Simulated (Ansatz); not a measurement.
# CH₆F₂Si₂: one species, many methods

How much do the methods differ for CH₆F₂Si₂? The plan is to run it at one geometry with functionals of several rungs and with coupled cluster, and see how far each lands from CCSD(T) at the basis-set limit for the atomisation energy.

Computed with Ansatz 0.2.0, Gaussian basis. Level: functionals in def2-TZVPP, the program's frozen cores in correlated methods.

The runs, in order: LDA (SPW92), PBE-D4, revPBE-D4, BLYP-D4, r2SCAN-D4, B97M-V, PBE0-D4, B3LYP-D4, r2SCANh-D4, r2SCAN0-D4, HSE06-D4, BHLYP-D4, CAM-B3LYP-D4, LC-ωPBE, ωB97X-V, ωB97M-V, B2PLYP, PBE-QIDH; CCSD(T)/def2-SVP; CCSD(T)/def2-TZVPP; MP2/def2-QZVPP; extrapolation to the limit; RPA on PBE.

**1. The geometry**

All runs share one geometry, relaxed beforehand with PBE0-D4 in a triple-zeta def2 set.

SMILES `C[SiH2][SiH](F)F`, 11 atoms, charge 0, spin multiplicity 1.

Atoms are counted from 1 here; the program's logs count them from 0.

Bond lengths: C1–Si2 1.873 Å, C1–H6 1.092 Å, C1–H7 1.092 Å, C1–H8 1.092 Å, Si2–Si3 2.343 Å, Si2–H9 1.490 Å, Si2–H10 1.490 Å, Si3–F4 1.597 Å, Si3–F5 1.597 Å, Si3–H11 1.483 Å. Angles: Si2–C1–H6 110.6°, Si2–C1–H7 110.7°, Si2–C1–H8 110.6°, H6–C1–H7 108.3°, H6–C1–H8 108.2°, H7–C1–H8 108.3°, C1–Si2–Si3 110.8°, C1–Si2–H9 111.4°, C1–Si2–H10 111.4°, Si3–Si2–H9 107.7°, Si3–Si2–H10 107.7°, H9–Si2–H10 107.9°, Si2–Si3–F4 109.4°, Si2–Si3–F5 109.4°, Si2–Si3–H11 117.1°, F4–Si3–F5 106.4°, F4–Si3–H11 107.0°, F5–Si3–H11 107.0°.

**2. LDA**

This LDA is Slater exchange with PW92 correlation.

Input file in.yaml:

```yaml
crystal:
  periodic: [false, false, false]
  atoms:
    - {symbol: C, position_ang: [-1.072620, 1.156887, 0.698278]}
    - {symbol: Si, position_ang: [0.477113, 0.106322, 0.760530]}
    - {symbol: Si, position_ang: [0.689190, -1.177548, -1.188184]}
    - {symbol: F, position_ang: [-0.602940, -2.100494, -1.358259]}
    - {symbol: F, position_ang: [0.723281, -0.210980, -2.458983]}
    - {symbol: H, position_ang: [-1.959781, 0.527526, 0.604023]}
    - {symbol: H, position_ang: [-1.169825, 1.754041, 1.607273]}
    - {symbol: H, position_ang: [-1.042855, 1.835028, -0.156868]}
    - {symbol: H, position_ang: [0.451479, -0.830737, 1.918232]}
    - {symbol: H, position_ang: [1.699540, 0.948931, 0.881731]}
    - {symbol: H, position_ang: [1.872817, -2.065976, -1.287173]}
basis:
  gaussian: {orbitals: def2-TZVPP}
hamiltonian: {xc: lda}
output: {orbitals: {seedname: orbitals}}
```

After this run come: PBE-D4 (GGA); revPBE-D4 (GGA); BLYP-D4 (GGA); r2SCAN-D4 (meta-GGA); B97M-V (meta-GGA); PBE0-D4 (hybrid); B3LYP-D4 (hybrid); r2SCANh-D4 (hybrid); r2SCAN0-D4 (hybrid); HSE06-D4 (hybrid); BHLYP-D4 (hybrid); CAM-B3LYP-D4 (range-separated); LC-ωPBE-D4 (range-separated); ωB97X-V (range-separated); ωB97M-V (range-separated); B2PLYP (double hybrid); PBE-QIDH (double hybrid); CCSD(T) in def2-SVP; CCSD(T) in def2-TZVPP; MP2 in def2-QZVPP; RPA on PBE orbitals.

Before running them: what should the planned runs give, taken together? Wanted: atomisation energy, CCSD(T)/CBS; farthest beyond LDA; mean size of error, GGA; mean size of error, meta-GGA; mean size of error, hybrid; mean size of error, range-separated; mean size of error, double hybrid; gap, smallest and largest; T1 diagnostic.

The runs gave:

| quantity | value |
| --- | --- |
| atomisation energy, CCSD(T)/CBS | 4012.2 kJ/mol |
| functionals within 20.1 kJ/mol (0.5 %) | PBE-D4, r2SCAN-D4, B97M-V, CAM-B3LYP-D4, ωB97X-V, ωB97M-V |
| farthest beyond LDA | BHLYP-D4 (-107.9 kJ/mol) |
| mean size of error, GGA | 47.1 kJ/mol |
| mean size of error, meta-GGA | 6.8 kJ/mol |
| mean size of error, hybrid | 55.6 kJ/mol |
| mean size of error, range-separated | 14.3 kJ/mol |
| mean size of error, double hybrid | 57.8 kJ/mol |
| gap, smallest and largest | 5.62 eV (LDA (SPW92)), 12.62 eV (LC-ωPBE) |
| T1 diagnostic | 0.0120 |
| triples share of the correlation energy | 3.1 % |

**Reading.** The LDA atomisation energy is off by 465.7 kJ/mol (12 %): it overbinds. PBE-D4 misses by -4.6 kJ/mol. Double hybrids carry the basis error of their MP2 part in triple zeta, and no dispersion term here, so their miss is partly the set-up's. The rungs meta-GGA, range-separated miss on average by less than the doubt on the reference (20.1 kJ/mol), so they tie. Misses under about 20.1 kJ/mol are within the doubt on the reference itself, which lacks core-valence correlation, relativity and higher excitations. Hartree-Fock recovers 76 % of the binding; the rest is correlation. CCSD(T) in def2-SVP is off by -287.2 kJ/mol, worse than the median functional, from the basis alone. Orbital gaps span 5.6 to 12.6 eV; exact exchange widens them.
